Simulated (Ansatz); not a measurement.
# Sr2ReNiC6 (element-swapped structure): how the settings move a single-point run

Question: which choices in the input matter for Sr2ReNiC6 (element-swapped structure)?

Method: reference: DFT r2SCAN, plane waves, PAW, scalar-relativistic, no spin polarisation, in Ansatz 0.2.0.

1 further run of the same task is left out (set aside as unsound or not needed).

## Step 1: The system as given

The structure is tetragonal, space group I4/m (No. 87). Conventional cell: a = 5.568 Å, b = 5.568 Å, c = 7.950 Å, α = 90.00°, β = 90.00°, γ = 90.00°. Re (site symmetry 4/m) is surrounded by 6 C at 1.93 Å. Ni (site symmetry 4/m) is surrounded by 6 C at 2.04 Å. C (site symmetry m) is surrounded by 1 Re at 1.93 Å and 1 Ni at 2.04 Å and 2 Sr at 2.64 Å. C (site symmetry 4) is surrounded by 1 Re at 1.93 Å and 1 Ni at 2.04 Å and 4 Sr at 2.78 Å. Sr (site symmetry -4) has 12 C at 2.64 to 2.96 Å as nearest neighbours.

As a file:

```xyz
10
Lattice="0.0000 5.5677 0.0000 5.5677 0.0000 0.0000 2.7839 2.7839 -3.9750" Properties=species:S:1:pos:R:3 pbc="T T T"
Re    2.7839    2.7839    0.0000
Ni    0.0000    0.0000    0.0000
C     1.5929    1.2678    0.0000
C     4.2999    1.5929    0.0000
C     3.9748    4.2999    0.0000
C     1.2678    3.9748    0.0000
C     2.7839    2.7839   -1.9311
C     5.5677    5.5677   -2.0440
Sr    2.7839    5.5677   -1.9875
Sr    5.5677    2.7839   -1.9875
```

## Step 2: Baseline

Contents of input.yaml:

```yaml
crystal:
  lattice:
    - [0.0, 5.567711, 0.0]
    - [5.567711, 0.0, 0.0]
    - [2.783856, 2.783856, -3.975022]
  atoms:
    - { symbol: Re, position: [0.5, 0.5, 0.0] }
    - { symbol: Ni, position: [0.0, 0.0, 0.0] }
    - { symbol: C, position: [0.2277, 0.2861, 0.0] }
    - { symbol: C, position: [0.2861, 0.7723, 0.0] }
    - { symbol: C, position: [0.7723, 0.7139, 0.0] }
    - { symbol: C, position: [0.7139, 0.2277, 0.0] }
    - { symbol: C, position: [0.2571, 0.2571, 0.4858] }
    - { symbol: C, position: [0.7429, 0.7429, 0.5142] }
    - { symbol: Sr, position: [0.75, 0.25, 0.5] }
    - { symbol: Sr, position: [0.25, 0.75, 0.5] }
  symmetry: { tolerance: 0.0003 }
kpoints:
  mp_grid: { grid: [5, 5, 5], shift: [0, 0, 0] }
magnetization:
  spin_polarized: false
scf:
  occupations: { method: cold, width: 0.258 }
hamiltonian:
  pseudopotentials: { kind: paw }
  xc: r2scan
basis:
  ecutwfc: 500
output:
  forces: true
  stress: true
  eigenvalues: true
```

Launch:

```
$ ansatz run input.yaml --threads 1 --pin off --max-ram 2560MiB --backend cpu --events-out ev --progress --plain --runs-dir out
```

The program printed, cut to the lines that bear on the results:

```text
Warning: RAYON_NUM_THREADS=1 ignored (pool sized by the plan → 1); use --threads N
[...]
Pseudopotentials: kind: paw
Pseudopotential: Re, paw, valence charge 15, recommended cutoff 500 eV (meta_gga), Re.paw.azcp
Pseudopotential: Ni, paw, valence charge 18, recommended cutoff 500 eV (meta_gga), Ni.paw.azcp
Pseudopotential: C, paw, valence charge 4, recommended cutoff 500 eV (meta_gga), C.paw.azcp
Pseudopotential: Sr, paw, valence charge 10, recommended cutoff 500 eV (meta_gga), Sr.paw.azcp
Functional definition: r2SCAN
[...]
Crystal: 10 atoms, lattice volume = 123.223 Å³
Basis set: ecut = 500 eV, 3127 PW (Γ), exchange–correlation on 180×180×180 points (64 copies of the dense FFT grid, shifted against one another)
Bands: 49, of which v1, the nominal top of the filled ones, is band 39 counted from 1 (38 counted from 0)
Symmetry: 8 space group operations
Space group: I4/m (ITA 87), of the structure as read, at distance tolerance 1.5e-3 Å
k-points: 21 of 125
[...]
SCF iter   1: F=—  HF=-25332.031340 eV  |F-HF|=—  |Δ(HF+E_count)|=         —  Δρ=1.33e-2  dr2=2.75e-1  dr2_τ=5.91e-1  ethr=1.77e-3  ⟨swp⟩=10.2  Hψ=4992  notcnv=0
[...]
SCF iter  11: F=-25332.258049 eV  HF=-25332.258049 eV  |F-HF|=3.50e-8  |Δ(HF+E_count)|=   6.52e-8  S|Δr|=    0.00e0  Δρ=5.78e-6  dr2=5.30e-8  dr2_τ=9.05e-9  ethr=1.30e-10  ⟨swp⟩=12.1  Hψ=4909  notcnv=0
[...]
SCF converged after 11 iterations
Stability not checked: this state was not tested for a lower state beside it, because cold or Methfessel-Paxton smearing, or corrected tetrahedra, fill the levels in a way that the test cannot read (fill_not_monotonic; see scf.lower_state_search)
Free energy (F): -25332.258049 eV
[...]
E sigma→0 (E₀):  -25332.250948 eV
Entropy (-TS):   -0.021301 eV (-2.130 meV/atom)
Fermi energy:    12.134075 eV
[...]
--- Forces (eV/Å), atoms counted from 1 ---
  atom   1  Re    -0.00000000     0.00000000     0.00000000
  atom   2  Ni     0.00000000    -0.00000000     0.00000000
  atom   3  C     -2.33802052    -1.83527430    -0.00000026
  atom   4  C      1.83527430    -2.33802052    -0.00000003
  atom   5  C      2.33802052     1.83527430     0.00000026
  atom   6  C     -1.83527430     2.33802052     0.00000003
  atom   7  C      0.00000018     0.00000018    -2.93901192
  atom   8  C     -0.00000018    -0.00000018     2.93901192
[...]
--- Stress (GPa, compression-positive) ---
       13.117455       0.000005      -0.000000
       -0.000005      13.117455      -0.000000
       -0.000000      -0.000000      14.184528
  P = ⅓ Tr σ = 13.4731 GPa (134.731 kbar)
--- Band table (eV; the first three rows and the last of 21) ---
[...]
```

It took 18 s on 1 thread of Arm Neoverse V2, shared host; peak memory 0.86 GiB.

## Step 3: Changed: pseudopotentials.source jth, hubbard.sites [{species: Re, l: d, u_eff: 6.0}], hubbard.double_counting fll

Edit input.yaml of step 2 so:

```diff
@@ -24,4 +24,5 @@
 hamiltonian:
-  pseudopotentials: { kind: paw }
+  pseudopotentials: { kind: paw, source: jth }
   xc: r2scan
+  hubbard: { sites: [{ species: Re, l: d, u_eff: 6.0 }], double_counting: fll }
 basis:
```

Launch:

```
$ ansatz run input.yaml --threads 1 --pin off --max-ram 2560MiB --backend cpu --events-out ev --progress --plain --runs-dir out
```

The program printed, cut to the lines that bear on the results:

```text
Warning: basis.ecutwfc = 500 eV is below the records' recommended 2400 eV, and the density's cutoff is lower with it unless basis.ecutrho_ratio is high enough to keep the records' density cutoff: compare with a run at a higher cutoff
Warning: <dir> the checks of this Re dataset prove no rule for summing its radial tables, as where they were carried onto another mesh than they were made on, and Gregory's rule is taken, under which a leading mesh point left out moves its sums only by what lay on the interval it spanned. [...]
Warning: <dir> the checks of this Ni dataset prove no rule for summing its radial tables, as where they were carried onto another mesh than they were made on, and Gregory's rule is taken, under which a leading mesh point left out moves its sums only by what lay on the interval it spanned. [...]
Warning: <dir> the checks of this C dataset prove no rule for summing its radial tables, as where they were carried onto another mesh than they were made on, and Gregory's rule is taken, under which a leading mesh point left out moves its sums only by what lay on the interval it spanned. [...]
Warning: <dir> the checks of this Sr dataset prove no rule for summing its radial tables, as where they were carried onto another mesh than they were made on, and Gregory's rule is taken, under which a leading mesh point left out moves its sums only by what lay on the interval it spanned. [...]
Warning: RAYON_NUM_THREADS=1 ignored (pool sized by the plan → 1); use --threads N
[...]
[... 2 set-up lines as earlier in the session ...]
k-points: 21 of 125
[...]
SCF iter   1: F=—  HF=-25274.521197 eV  |F-HF|=—  |Δ(HF+E_count)|=         —  Δρ=9.43e-2  dr2=1.11e1  dr2_τ=1.27e0  ethr=3.10e-3  ⟨swp⟩=5.2  Hψ=4625  notcnv=0
[...]
SCF iter  12: F=-25273.494529 eV  HF=-25273.494529 eV  |F-HF|=4.41e-8  |Δ(HF+E_count)|=   2.45e-8  S|Δr|=    0.00e0  Δρ=7.14e-6  dr2=6.14e-8  dr2_τ=6.78e-9  ethr=1.30e-10  ⟨swp⟩=13.8  Hψ=4778  notcnv=0
[...]
SCF converged after 12 iterations
Stability not checked: this state was not tested for a lower state beside it, because cold or Methfessel-Paxton smearing, or corrected tetrahedra, fill the levels in a way that the test cannot read (fill_not_monotonic; see scf.lower_state_search)
Free energy (F): -25273.494529 eV
[...]
E sigma→0 (E₀):  -25273.488092 eV
Entropy (-TS):   -0.019311 eV (-1.931 meV/atom)
Fermi energy:    12.207176 eV
[...]
--- Forces (eV/Å), atoms counted from 1 ---
  atom   1  Re    -0.00000000     0.00000000     0.00000000
  atom   2  Ni    -0.00000000    -0.00000000     0.00000000
  atom   3  C     -2.29246660    -1.81271824    -0.00000026
  atom   4  C      1.81271824    -2.29246660    -0.00000003
  atom   5  C      2.29246660     1.81271824     0.00000026
  atom   6  C     -1.81271824     2.29246660     0.00000003
  atom   7  C      0.00000018     0.00000018    -2.88588675
  atom   8  C     -0.00000018    -0.00000018     2.88588675
[...]
--- Stress (GPa, compression-positive) ---
       13.100084       0.000000      -0.000000
       -0.000000      13.100084      -0.000000
       -0.000000      -0.000000      14.150633
  P = ⅓ Tr σ = 13.4503 GPa (134.503 kbar)
--- Band table (eV; the first three rows and the last of 21) ---
[...]
Occupation matrices written to <dir>
```

Wall time 26 s (1 thread of Arm Neoverse V2, shared host); peak memory 1.6 GiB.

Total energies don't compare across a change of potentials; the largest force goes from 2.97 to 2.92 eV/Å. The Hubbard U changed too. The cutoff is far under what these potentials recommend, so these values carry a basis error that can be large. Cost: 12 SCF cycles against 11, 26 s against 18 s.

## Step 4: Changing settings: symmetry.detect false, lower_state_search standard, xc_grid 4, tolerance left out

Edit input.yaml of step 2 so:

```diff
@@ -16,3 +16,3 @@
     - { symbol: Sr, position: [0.25, 0.75, 0.5] }
-  symmetry: { tolerance: 0.0003 }
+  symmetry: { detect: false }
 kpoints:
@@ -23,2 +23,3 @@
   occupations: { method: cold, width: 0.258 }
+  lower_state_search: standard
 hamiltonian:
@@ -28,2 +29,3 @@
   ecutwfc: 500
+  xc_grid: 4
 output:
@@ -32 +34,5 @@
   eigenvalues: true
+  write_density: true
+  write_potential: true
+  elf: true
+  volumetric_format: npy
```

Launch:

```
$ ansatz run input.yaml --threads 1 --pin off --max-ram 2560MiB --backend cpu --events-out ev --progress --plain --runs-dir out
```

The program printed, cut to the lines that bear on the results:

```text
Warning: RAYON_NUM_THREADS=1 ignored (pool sized by the plan → 1); use --threads N
[...]
[... 6 set-up lines as earlier in the session ...]
[...]
Crystal: 10 atoms, lattice volume = 123.223 Å³
Basis set: ecut = 500 eV, 3127 PW (Γ), exchange–correlation on 180×180×180 points (64 copies of the dense FFT grid, shifted against one another)
Bands: 49, of which v1, the nominal top of the filled ones, is band 39 counted from 1 (38 counted from 0)
Symmetry: 1 space group operations
k-points: 63 of 125 (time reversal used)
[...]
Free energy (F): -25332.258049 eV
[...]
E sigma→0 (E₀):  -25332.250948 eV
Entropy (-TS):   -0.021301 eV (-2.130 meV/atom)
Fermi energy:    12.134077 eV
[...]
--- Forces (eV/Å), atoms counted from 1 ---
  atom   1  Re    -0.00008438     0.00005880    -0.00018853
  atom   2  Ni     0.00003318    -0.00001807     0.00006428
  atom   3  C     -2.33801983    -1.83528688     0.00001528
  atom   4  C      1.83526590    -2.33802785     0.00001420
  atom   5  C      2.33803276     1.83527671     0.00001492
  atom   6  C     -1.83527293     2.33800792     0.00001597
  atom   7  C      0.00000729    -0.00000496    -2.93900505
  atom   8  C      0.00000623    -0.00000616     2.93901433
[...]
--- Stress (GPa, compression-positive) ---
       13.117405       0.000001      -0.000001
       -0.000008      13.117426      -0.000000
       -0.000001      -0.000000      14.184495
  P = ⅓ Tr σ = 13.4731 GPa (134.731 kbar)
--- Band table (eV; the first three rows and the last of 63) ---
[...]
```

Wall time 99 s (1 thread of Arm Neoverse V2, shared host); peak memory 0.89 GiB.

The changed input (use of symmetry and search for lower states) leaves the energy the same to the digits printed.

## Step 5: Variant: occupations.method fermi_dirac, occupations.width 0.05

Edit input.yaml of step 2 so:

```diff
@@ -22,3 +22,3 @@
 scf:
-  occupations: { method: cold, width: 0.258 }
+  occupations: { method: fermi_dirac, width: 0.05 }
 hamiltonian:
```

Launch:

```
$ ansatz run input.yaml --threads 1 --pin off --max-ram 2560MiB --backend cpu --events-out ev --progress --plain --runs-dir out
```

The program printed, cut to the lines that bear on the results:

```text
Warning: RAYON_NUM_THREADS=1 ignored (pool sized by the plan → 1); use --threads N
[...]
[... 6 set-up lines as earlier in the session ...]
[...]
Crystal: 10 atoms, lattice volume = 123.223 Å³
Basis set: ecut = 500 eV, 3127 PW (Γ), exchange–correlation on 180×180×180 points (64 copies of the dense FFT grid, shifted against one another)
Bands: 49, of which v1, the nominal top of the filled ones, is band 39 counted from 1 (38 counted from 0)
[... 1 set-up line as earlier in the session ...]
[...]
SCF converged after 11 iterations
Free energy (F): -25332.289307 eV
[...]
E sigma→0 (E₀):  -25332.251313 eV
Entropy (-TS):   -0.075987 eV (-7.599 meV/atom)
Fermi energy:    12.126169 eV
[...]
--- Forces (eV/Å), atoms counted from 1 ---
  atom   1  Re    -0.00000000     0.00000000     0.00000000
  atom   2  Ni    -0.00000000     0.00000000     0.00000000
  atom   3  C     -2.32866295    -1.82784696    -0.00000026
  atom   4  C      1.82784696    -2.32866295    -0.00000003
  atom   5  C      2.32866295     1.82784696     0.00000026
  atom   6  C     -1.82784696     2.32866295     0.00000003
  atom   7  C      0.00000018     0.00000018    -2.92677783
  atom   8  C     -0.00000018    -0.00000018     2.92677783
[...]
--- Stress (GPa, compression-positive) ---
       13.113875       0.000003      -0.000000
       -0.000003      13.113875      -0.000000
       -0.000000      -0.000000      14.272758
  P = ⅓ Tr σ = 13.5002 GPa (135.002 kbar)
--- Band table (eV; the first three rows and the last of 21) ---
[...]
```

Run time: 19 s. Hardware: 1 thread of Arm Neoverse V2, shared host; peak memory 0.86 GiB.

Changing the smearing hardly moves the energy: 0.0 meV/atom.

## Step 6: All runs together

| run | ending | energy change | pressure (GPa) | gap (eV) | force (eV/Å) | cycles | time |
| --- | --- | --- | --- | --- | --- | --- | --- |
| reference | converged | 0 | 13.5 | 0.00 | 2.97 | 11 | 18 s |
| 1: pseudopotentials.source jth, hubbard.sites [{species: Re, l: d, u_eff: 6.0}], hubbard.double_counting fll | converged | not comparable | 13.5 | 0.00 | 2.92 | 12 | 26 s |
| 2: symmetry.detect false, lower_state_search standard, xc_grid 4, tolerance left out | converged | 0.0 meV/atom | 13.5 | 0.00 | 2.97 | 11 | 99 s |
| 3: occupations.method fermi_dirac, occupations.width 0.05 | converged | 0.0 meV/atom (σ→0) | 13.5 | 0.00 | 2.96 | 11 | 19 s |

Times don't compare one to one where runs were asked for different outputs or read a saved state (see the inputs); cycles may leave out searches for a lower state.

Residual by cycle in the longest SCF loop of each run; runs are numbered as in the table. The quantity is the density residual dr2, in eV.

| cycle | reference | run 1 | run 2 | run 3 |
| --- | --- | --- | --- | --- |
| 1 | 0.275 | 11.1 | 0.275 | 0.282 |
| 2 | 0.209 | 26.3 | 0.207 | 0.224 |
| 3 | 0.499 | 4.14 | 0.501 | 0.505 |
| 4 | 0.0125 | 0.851 | 0.0125 | 0.0129 |
| 5 | 0.00293 | 3.21 | 0.00283 | 0.00282 |
| 6 | 3.0e-4 | 0.147 | 3.7e-4 | 4.8e-4 |
| 7 | 1.2e-4 | 0.0443 | 1.2e-4 | 1.1e-4 |
| 8 | 9.9e-5 | 9.3e-4 | 1.1e-4 | 6.0e-5 |
| 9 | 6.6e-6 | 1.3e-4 | 6.7e-6 | 1.9e-6 |
| 10 | 2.0e-6 | 6.5e-6 | 2.0e-6 | 2.0e-6 |
| 11 | 5.3e-8 | 3.9e-7 | 7.9e-8 | 4.4e-8 |
| 12 | - | 6.1e-8 | - | - |

Of the converged runs whose energies compare with the reference's, none moves it noticeably. Run 1 ran under the cutoff that the potentials recommend, as the log warns, so basis error is mixed into its values, and swamps them where the cutoff is far short. A changed U is a change of model: its shifts are not errors of convergence. The structure is not at rest: the sound run finds 13 GPa, so these are no properties of the relaxed crystal. The reference leaves spin out although Ni and Re can carry a moment, so its state need not be the lowest.

Caveats on the reference run: its mesh is coarse for a cell with so small a gap or none; the structure is made up and not relaxed.
